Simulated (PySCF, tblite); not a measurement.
**C8H9ClSi: geometry, infrared bands and NMR shifts**

Wanted: the infrared bands and NMR shifts of C8H9ClSi (`C#CC#C[C@@H](Cl)[C@H]1CC[SiH2]1`), by calculation.

Programs: tblite 0.8.0 and PySCF 2.14.0, with density-fitted response routines of our own. Each step states its level of theory. These are calculated values for one molecule in the gas phase, unless marked as measured. Atoms are numbered from 0 throughout.

**1. Starting geometry**

19 atoms, charge 0, multiplicity 1; geometry from: force field or distance geometry start.

Bonds of the start (Å): C0–C1 1.21, C1–C2 1.53, C2–C3 1.21, C3–C4 1.47, C4–Cl5 1.79, C4–C6 1.51, C6–C7 1.58, C7–C8 1.56, C8–Si9 1.89, Si9–C6 1.92, C0–H10 1.05, C4–H11 1.10, C6–H12 1.10, C7–H13 1.10, C7–H14 1.09, C8–H15 1.10, C8–H16 1.09, Si9–H17 1.48, Si9–H18 1.48.

**2. Optimising the geometry with GFN2-xTB**

What the job is given:

```
{"job": {"kind": "relax", "xc": "GFN2-xTB", "basis": "xTB"}, "charge": 0, "multiplicity": 1}
C      5.098100     1.207800    -0.787900
C      3.941400     0.863300    -0.892400
C      2.489100     0.403000    -1.002100
C      1.335100     0.061900    -1.108100
C     -0.069400    -0.367900    -1.201700
Cl    -0.094900    -1.834900    -2.233900
C     -0.646200    -0.665200     0.157400
C     -0.803900     0.566200     1.141100
C     -2.084300     0.024200     1.852700
Si    -2.557600    -0.837900     0.242400
H      6.101600     1.519600    -0.704800
H     -0.642500     0.401900    -1.737100
H     -0.177600    -1.523700     0.669300
H     -0.959000     1.526500     0.626800
H      0.038900     0.716600     1.814800
H     -2.783200     0.799500     2.211600
H     -1.884900    -0.670300     2.670100
H     -3.251800     0.039100    -0.732800
H     -3.058800    -2.220500     0.395300
```

Launch:

```console
$ OMP_NUM_THREADS=1 python probes_run.py task.json out
```

One launch serves the whole session: the jobs run in the order shown.

**Question.** This job is followed by: GFN2-xTB harmonic vibrations, gas phase; GIAO PBE0/pcSseg-1 NMR shielding, non-relativistic, gas phase. What will the session give for the following? strongest single infrared mode (GFN2-xTB); zero-point energy (GFN2-xTB); 13C shifts against TMS (PBE0/pcSseg-1); 1H shifts against TMS (PBE0/pcSseg-1); 35Cl shifts against HCl (PBE0/pcSseg-1); 29Si shifts against TMS (PBE0/pcSseg-1).

**Answer**, as computed:

| quantity | value |
| --- | --- |
| strongest single infrared mode (GFN2-xTB) | 2278 cm⁻¹, 311 km/mol |
| zero-point energy (GFN2-xTB) | 84.1 kcal/mol |
| 13C shifts against TMS (PBE0/pcSseg-1) | 80.6, 78.6, 78.1, 73.2, 58.6, 40.4, 27.7, 4.9 ppm |
| 1H shifts against TMS (PBE0/pcSseg-1) | 4.80, 4.66, 4.47, 2.59, 2.56, 1.87, 1.61, 1.42, 1.27 ppm |
| 35Cl shifts against HCl (PBE0/pcSseg-1) | 244 ppm |
| 29Si shifts against TMS (PBE0/pcSseg-1) | -29.1 ppm |

The optimisation took 73 steps and gained 0.784 eV; among the close pairs (by a distance rule), C1–C2 changed most, from 1.527 to 1.358 Å. No mode is imaginary among the 51: a minimum at this level. The strongest single mode, at 2278 cm⁻¹, moves mainly H17. Unscaled tight-binding wavenumbers are off by several per cent, some by more. Its intensities can rank the bands wrongly. At PBE0/pcSseg-1: The largest span, 622 ppm, is at Cl5, where the paramagnetic term is -440 ppm.
